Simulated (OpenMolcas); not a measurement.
# SiCl3 (SMILES Cl[Si](Cl)Cl) at 6 levels

Aim: a comparison of 6 runs (UHF/def2-SVP, UB3LYP/6-31G*, UB3LYP/6-31G**, UB3LYP/def2-SVP, UPBE0/def2-SVP) of SiCl3. 

Program for the calculation: OpenMolcas 26.06.

### 1 The structure to begin with

The species is SiCl3 (4 atoms), meant as a doublet with charge 0. SMILES: `Cl[Si](Cl)Cl`. Geometry: relaxed at PBE0-D4/def2-TZVP.

Bond lengths: Cl1–Si2 2.043 Å, Si2–Cl3 2.043 Å, Si2–Cl4 2.043 Å. Angles: Cl1–Si2–Cl3 109.4°, Cl1–Si2–Cl4 109.4°, Cl3–Si2–Cl4 109.5°.

### 2 Energy and gradient at UHF/def2-SVP (run 1)

calc.inp

```
* Cl3Si Hartree-Fock
&GATEWAY
BasLib = $CurrDir
Coord
4
angstrom
Cl      -1.524800      -0.591600       1.030100
Si       0.116100       0.389400       0.310600
Cl       1.694700      -0.903800       0.219000
Cl      -0.286000       1.105900      -1.559700
Basis = def2-SVP
Group = NoSym
&SEWARD
&SCF
UHF
Spin = 2
Thresholds = 1e-10 1e-07 1e-07 1e-05
PrOrbitals = 1 2
&ALASKA
```

The basis set def2-SVP is read from a file made from the Basis Set Exchange's data (not shown).

The run is started by

```
$ export MOLCAS_MEM=1860
$ pymolcas calc.inp > calc.log
```

What it wrote:

```text
--- Start Module: gateway ---
[...]
--- Stop Module: gateway /rc=_RC_ALL_IS_WELL_ ---
[...]
      Basis functions           72
[...]
--- Start Module: scf ---
[...]
       Convergence after  15 Iterations
[...]
::    Total SCF energy                              -1667.0182752216
[...]
      Total spin, S                                     0.5021466791
[...]
      Total electronic charge=   65.000000
      Total            charge=   -0.000000
[...]
      Dipole Moment (debye):
      Origin of the operator (angstrom)=   -0.0061   -0.0205   -0.0163
                   X=  2.4858E-01               Y=  8.3325E-01               Z=  6.6460E-01           Total=  1.0944E+00
      Quadrupole Moment (debye*angstrom):
[...]
--- Stop Module: scf /rc=_RC_ALL_IS_WELL_ ---
[...]
--- Start Module: alaska ---
[...]
 *              Molecular gradients               *
 **************************************************
  Irreducible representation: a
 ------------------------------------------------------------------------------------------
                              X                       Y                       Z
 ------------------------------------------------------------------------------------------
  CL1               4.62863844678907E-03    2.71433057132242E-03   -2.06710972898527E-03
  SI2              -1.26246878254843E-03   -4.25683592256298E-03   -3.37443300672291E-03
  CL3              -4.46636434769943E-03    3.58342448668125E-03    2.41255451593814E-04
  CL4               1.10019468354494E-03   -2.04091913536431E-03    5.20028728414346E-03
 ------------------------------------------------------------------------------------------
--- Stop Module: alaska /rc=_RC_ALL_IS_WELL_ ---
[...]
```

Wall time 5.7 s (1 thread of Arm Neoverse V2, shared host); peak memory 0.42 GiB.

### 3 Energy and forces at UB3LYP/6-31G(d) (spherical functions) (run 2)

calc.inp

```
&GATEWAY
 BasLib = $CurrDir
 Coord
 4
 angstrom
 Cl      -1.524800      -0.591600       1.030100
 Si       0.116100       0.389400       0.310600
 Cl       1.694700      -0.903800       0.219000
 Cl      -0.286000       1.105900      -1.559700
 Basis = 6-31Gs
 Group = NoSym

&SEWARD
 GridInput
 Grid=UltraFine
 End of Grid

&SCF
 UHF
 Spin = 2
 KSDFT = B3LYP
 Thresholds = 1e-10 1e-07 1e-07 1e-05
 PrOrbitals = 1 2

&ALASKA
```

The basis set 6-31G* is read from a file made from the Basis Set Exchange's data (not shown).

The run is started by

```
$ export MOLCAS_MEM=1860
$ pymolcas calc.inp > calc.log
```

What it wrote:

```text
--- Start Module: gateway ---
[...]
--- Stop Module: gateway /rc=_RC_ALL_IS_WELL_ ---
[...]
      Basis functions           72
[...]
--- Start Module: scf ---
[...]
       Convergence after  13 Iterations
[...]
::    Total KS-DFT energy                           -1670.1682857675
[...]
      Total spin, S                                     0.5007927664
[...]
      Total electronic charge=   65.000000
      Total            charge=   -0.000000
[...]
      Dipole Moment (debye):
      Origin of the operator (angstrom)=   -0.0061   -0.0205   -0.0163
                   X=  1.7817E-01               Y=  5.9714E-01               Z=  4.7632E-01           Total=  7.8435E-01
      Quadrupole Moment (debye*angstrom):
[...]
--- Stop Module: scf /rc=_RC_ALL_IS_WELL_ ---
[...]
--- Start Module: alaska ---
[...]
 *              Molecular gradients               *
 **************************************************
  Irreducible representation: a
 ------------------------------------------------------------------------------------------
                              X                       Y                       Z
 ------------------------------------------------------------------------------------------
  CL1               9.39377564040456E-03    5.30340823991082E-03   -4.45299914951036E-03
  SI2              -2.35751890971958E-03   -7.92064526377878E-03   -6.29942344942869E-03
  CL3              -9.23477305413911E-03    7.10276520629094E-03    2.60533293530818E-04
  CL4               2.19851632349766E-03   -4.48552818237147E-03    1.04918893053920E-02
 ------------------------------------------------------------------------------------------
--- Stop Module: alaska /rc=_RC_ALL_IS_WELL_ ---
[...]
```

It took 19 s on 1 thread of Arm Neoverse V2, shared host; peak memory 0.42 GiB.

Runs 3 to 5 aren't shown in full; the table further down has their settings and results.

### 4 Energy and forces at UB3LYP/6-31G(d) (Cartesian functions) (run 6)

test.inp

```
>>> EXPORT MOLCAS_PRINT=2

&GATEWAY
 BASLIB
 $CurrDir
 COORD
 4
 angstrom
 Cl      -1.524800      -0.591600       1.030100
 Si       0.116100       0.389400       0.310600
 Cl       1.694700      -0.903800       0.219000
 Cl      -0.286000       1.105900      -1.559700
 BASIS
 6-31Gs
 GROUP
 NoSym

&SEWARD
 GRIDINPUT
 Grid=UltraFine
 End of Grid

&SCF
 UHF
 SPIN
 2
 KSDFT
 B3LYP
 THRESHOLDS
 1e-10 1e-07 1e-07 1e-05
 PRORBITALS
 1 1

&ALASKA
```

The basis set 6-31G* is read from a file made from the Basis Set Exchange's data (not shown).

The run is started by

```
$ export MOLCAS_MEM=1860
$ pymolcas test.inp > test.log
```

What it wrote:

```text
--- Start Module: gateway ---
[...]
--- Stop Module: gateway /rc=_RC_ALL_IS_WELL_ ---
[...]
      Basis functions           76
[...]
--- Start Module: scf ---
[...]
       Convergence after  13 Iterations
[...]
::    Total KS-DFT energy                           -1670.1797301778
[...]
      Total spin, S                                     0.5007924496
[...]
      Total electronic charge=   65.000000
      Total            charge=   -0.000000
[...]
      Dipole Moment (debye):
      Origin of the operator (angstrom)=   -0.0061   -0.0205   -0.0163
                   X=  1.7809E-01               Y=  5.9687E-01               Z=  4.7610E-01           Total=  7.8399E-01
      Quadrupole Moment (debye*angstrom):
[...]
--- Stop Module: scf /rc=_RC_ALL_IS_WELL_ ---
[...]
--- Start Module: alaska ---
[...]
 *              Molecular gradients               *
 **************************************************
  Irreducible representation: a
 ------------------------------------------------------------------------------------------
                              X                       Y                       Z
 ------------------------------------------------------------------------------------------
  CL1               9.52942396743239E-03    5.35760576768318E-03   -4.54299849164030E-03
  SI2              -2.36931738323420E-03   -7.96029738909532E-03   -6.33094902455156E-03
  CL3              -9.38459062347263E-03    7.18470682464201E-03    2.42313385054427E-04
  CL4               2.22448403922915E-03   -4.58201520325119E-03    1.06316341310837E-02
 ------------------------------------------------------------------------------------------
--- Stop Module: alaska /rc=_RC_ALL_IS_WELL_ ---
[...]
```

Run time: 20 s. Hardware: 1 thread of Arm Neoverse V2, shared host; peak memory 0.43 GiB.

### 5 All runs side by side

```
run                                 level  integration grid  Cartesian functions   energy (Eh)  dipole moment (D)  HOMO energy (eV)  LUMO energy (eV)  wall time
  1                          UHF/def2-SVP                 –                   no  -1667.018275               1.09            -10.07              0.49      5.7 s
  2   UB3LYP/6-31G* (spherical functions)         UltraFine                   no  -1670.168286               0.78             -6.91             -3.98       19 s
  3  UB3LYP/6-31G** (spherical functions)         UltraFine                   no  -1670.168286               0.78             -6.91             -3.98       20 s
  4                       UB3LYP/def2-SVP         UltraFine                   no  -1669.721471               0.61             -6.59             -3.65       17 s
  5                        UPBE0/def2-SVP         UltraFine                   no  -1669.097434               0.67             -6.97             -3.35       15 s
  6   UB3LYP/6-31G* (Cartesian functions)         UltraFine                  yes  -1670.179730               0.78             -6.91             -3.98       20 s
```

### 6 What came out

| quantity | value |
| --- | --- |
| run 6: total energy | -1670.17973 Eh |
| run 6: dipole moment | 0.78 D |
| run 6: HOMO energy (highest over α and β) | -6.91 eV |
| run 6: LUMO energy (lowest over α and β) | -3.98 eV |
| run 6: ⟨S²⟩ | 0.752 |
| run 6: largest force on an atom | 0.609 eV/Å |

**Reading.** The dipole moment (its size) runs from 0.61 D (UB3LYP/def2-SVP) to 1.09 D (UHF/def2-SVP). Totals of different functionals can't be ranked against each other. All runs together took 96 s, the longest 20 s.
